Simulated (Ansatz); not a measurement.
# Co: the cost of one run

Program: Ansatz 0.2.0. Level of theory: DFT LDA, scalar-relativistic, plane waves, PAW. These are calculated values, not measurements.

28 further runs of the same task are left out: 28 set aside as unsound or not needed.

## (1) Starting point

It takes space group P6_3/mmc (No. 194, hexagonal). Conventional cell: a = 2.207 Å, b = 2.207 Å, c = 3.559 Å, α = 90.00°, β = 90.00°, γ = 120.00°. Co (site symmetry -6m2) has 12 Co at 2.19 to 2.21 Å as nearest neighbours.

As a file:

```xyz
2
Lattice="2.2066 0.0000 0.0000 -1.1033 1.9110 0.0000 0.0000 0.0000 3.5595" Properties=species:S:1:pos:R:3 pbc="T T T"
Co    1.1033    0.6370    0.8899
Co    0.0000    1.2740    2.6696
```

## (2) Volume 7.505 Å³ an atom, total moment held at 4.400 muB a cell

Contents of input.yaml:

```yaml
crystal:
  lattice:
    - [2.2066455177, 0.0, 0.0]
    - [-1.1033227588, 1.9110110755, 0.0]
    - [0.0, 0.0, 3.5594665484]
  atoms:
    - { symbol: Co, position: [0.6666666667, 0.3333333333, 0.25], spin: 2.2 }
    - { symbol: Co, position: [0.3333333333, 0.6666666667, 0.75], spin: 2.2 }
basis:
  ecutwfc: 520.0
kpoints:
  mp_grid: { grid: [24, 24, 12] }
hamiltonian:
  xc: lda
  pseudopotentials: { kind: paw, azcp: { folder: soft_1 } }
scf:
  occupations: { method: gaussian, width: 0.15 }
  lower_state_search: "off"
output:
  forces: true
  stress: true
  eigenvalues: true
  populations: true
magnetization:
  spin_polarized: true
  initial_magnetization: 4.4
  spin_locking: { lock_magnetization: hard }
```

Command:

```bash
$ ansatz run input.yaml --threads 2 --pin off --max-ram 4096MiB --backend cpu --events-out ev --progress --plain --runs-dir out
```

**Question.** How long does this run take on 2 threads of Arm Neoverse N1, shared host, and how much memory does it need?

About 28 s, with a peak of 0.55 GiB.
